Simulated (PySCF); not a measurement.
# GdOCl: how tightly the ligands are held

What does it cost to pull a ligand from GdOCl? The species was built from a template and needn't be a known compound.

Computed with PySCF 2.14.0. Level: PBE0, Gd lcecp-1-SVP with ECP53, O def2-SVP, Cl def2-SVP; scalar-relativistic core potentials, no spin–orbit coupling.

1 further run of the same task is left out (for a known fault of the program).

### 1 The system as given

3 atoms, charge 0, spin multiplicity 1.

Bond lengths: Gd1–O2 1.828 Å, Gd1–Cl3 2.544 Å. Angles: O2–Gd1–Cl3 115.1°.

Geometry (Å):

```mol
ClGdO
  3D, bonds by distance, orders not assigned

  3  2  0  0  0  0  0  0  0  0999 V2000
    0.2567    0.0000   -0.4046 Gd  0  0
    1.7667    0.0000    0.6265 O   0  0
   -1.9339    0.0000    0.8894 Cl  0  0
  1  2  8  0
  1  3  8  0
M  END
```

Formal oxidation states: Gd +3. Each metal's 7 4f electrons lie in its core potential, so multiplicities, spins and levels count the valence alone. An earlier session relaxed this geometry at PBE0, Gd lcecp-1-SVP with ECP53, O def2-SVP, Cl def2-SVP (singlet, point group Cs).

### 2 Rigid scan of O

Atom 2 moves along the line from atom 1; the distance is to the donor, the donors' midpoint or the ring centre. Each point starts from the density of the one before.

```csv
distance (Å),energy from the relaxed point (eV)
1.53,2.693
1.63,1.026
1.73,0.221
1.83,0.000
1.93,0.164
2.03,0.573
2.13,1.129
2.28,2.099
```

Run time: 3.5 s. Hardware: 2 threads of Arm Neoverse V1, shared host.

### 3 Cl taken off

The ligand (atom 3) keeps its formal charge and a closed shell where it can; ligand and rest are solved at the complex's geometry, in vacuum, with the settings of the relaxation.

```csv
part,charge,state,energy (Eh)
complex,0,singlet,-570.987337
ligand,-1,singlet,-459.928134
rest,1,singlet,-110.752603
```

Wall time 0.3 s (2 threads of Arm Neoverse V1, shared host).

### 4 Rigid scan of Cl

Atom 3 moves along the line from atom 1; the distance is to the donor, the donors' midpoint or the ring centre. Each point starts from the density of the one before.

```csv
distance (Å),energy from the relaxed point (eV)
2.24,0.701
2.34,0.273
2.44,0.060
2.54,0.000
2.64,0.047
2.74,0.166
2.94,0.534
3.24,1.208
3.64,2.077
4.14,2.951
```

Run time: 4.3 s. Hardware: 2 threads of Arm Neoverse V1, shared host.

### 5 What came out

```
                   quantity       value
 stiffness of the O contact  38.5 eV/Å²
              taking off Cl     8.34 eV
stiffness of the Cl contact  10.7 eV/Å²
```

In words: Near 1.83 Å the O contact has a stiffness of about 38.5 eV/Å², and the energy stands 2.10 eV higher at 2.28 Å. Taking off Cl as a fragment of charge -1 costs 8.34 eV, much of it the attraction of the two charges. Near 2.54 Å the Cl contact has a stiffness of about 10.7 eV/Å², and the energy stands 2.95 eV higher at 4.14 Å. The free anion is solved without diffuse functions, no counterpoise correction is made, and the parts aren't relaxed; each of these makes the binding look larger. The bases are small and lack diffuse functions. Spin–orbit coupling is left out.
